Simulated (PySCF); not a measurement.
# Eu(BH4)2: how tightly the ligands are held

Aim: take one ligand of each kind off Eu(BH4)2, with both parts rigid, and scan its distance from the metal. The structure is generated, not taken from experiment.

Computed with PySCF 2.14.0. Level: PBE0, Eu lcecp-0-SVP with ECP53, B def2-SVP, H def2-SVP; scalar-relativistic core potentials, no spin–orbit coupling.

1 further run of the same task is left out (for a known fault of the program).

**1. The system as given**

11 atoms, charge 0, spin multiplicity 1.

Bond lengths: Eu1–B2 2.618 Å, Eu1–H4 2.440 Å, Eu1–H5 2.443 Å, Eu1–H6 2.442 Å, Eu1–B7 2.618 Å, Eu1–H9 2.440 Å, Eu1–H10 2.443 Å, Eu1–H11 2.442 Å, B2–H3 1.211 Å, B2–H4 1.256 Å, B2–H5 1.256 Å, B2–H6 1.255 Å, B7–H8 1.211 Å, B7–H9 1.256 Å, B7–H10 1.256 Å, B7–H11 1.255 Å. Angles: B2–Eu1–H4 28.5°, B2–Eu1–H5 28.5°, B2–Eu1–H6 28.5°, B2–Eu1–B7 179.7°, B2–Eu1–H9 151.3°, B2–Eu1–H10 151.8°, B2–Eu1–H11 151.5°, H4–Eu1–H5 48.8°, H4–Eu1–H6 48.8°, H4–Eu1–B7 151.3°, H4–Eu1–H9 140.1°, H4–Eu1–H10 166.2°, H4–Eu1–H11 125.1°, H5–Eu1–H6 48.7°, H5–Eu1–B7 151.8°, H5–Eu1–H9 166.2°, H5–Eu1–H10 125.5°, H5–Eu1–H11 140.6° and more.

As a file:

```xyz
11
charge 0, multiplicity 1
Eu    0.0001    0.0000    0.7949
B     2.6176   -0.0029    0.8016
H     3.8287   -0.0028    0.8092
H     2.1415   -0.8218    1.6265
H     2.1503   -0.3088   -0.3229
H     2.1475    1.1226    1.0967
B    -2.6176    0.0029    0.8016
H    -3.8287    0.0029    0.8092
H    -2.1415    0.8217    1.6266
H    -2.1503    0.3089   -0.3229
H    -2.1476   -1.1227    1.0967
```

Formal oxidation states: Eu +2. Each metal's 7 4f electrons lie in its core potential, so multiplicities, spins and levels count the valence alone. An earlier session relaxed this geometry at PBE0, Eu lcecp-0-SVP with ECP53, B def2-SVP, H def2-SVP (singlet, point group D3).

**2. BH4 taken off**

The ligand (atoms 2, 3, 4, 5, 6) keeps its formal charge and a closed shell where it can; ligand and rest are solved at the complex's geometry, in vacuum, with the settings of the relaxation.

```tsv
part	charge	state	energy (Eh)
complex	0	singlet	-83.780235
ligand	-1	singlet	-27.178246
rest	1	singlet	-56.340873
```

It took 0.8 s on 2 threads of Intel Xeon Platinum 8259CL at 2.50GHz (Skylake/Cascade Lake), shared host.

**3. Rigid scan of BH4**

Atoms 2, 3, 4, 5, 6 move together along the line from atom 1; the distance is to the donor, the donors' midpoint or the ring centre. Each point starts from the density of the one before.

```tsv
distance (Å)	energy from the relaxed point (eV)
2.32	0.559
2.42	0.220
2.52	0.049
2.62	0.000
2.72	0.038
2.82	0.137
3.02	0.443
3.32	1.009
3.72	1.750
4.22	2.528
```

It took 17 s on 2 threads of Intel Xeon Platinum 8259CL at 2.50GHz (Skylake/Cascade Lake), shared host.

**4. Outcome**

| quantity | value |
| --- | --- |
| taking off BH4 | 7.11 eV |
| stiffness of the BH4 contact | 8.7 eV/Å² |

**Reading.** Taking off BH4 as a fragment of charge -1 costs 7.11 eV, much of it the attraction of the two charges. Near 2.62 Å the BH4 contact has a stiffness of about 8.7 eV/Å², and the energy stands 2.53 eV higher at 4.22 Å. The free anion is solved without diffuse functions, no counterpoise correction is made, and the parts aren't relaxed; each of these makes the binding look larger. These are double-zeta-type bases without diffuse functions. Spin–orbit coupling is left out.
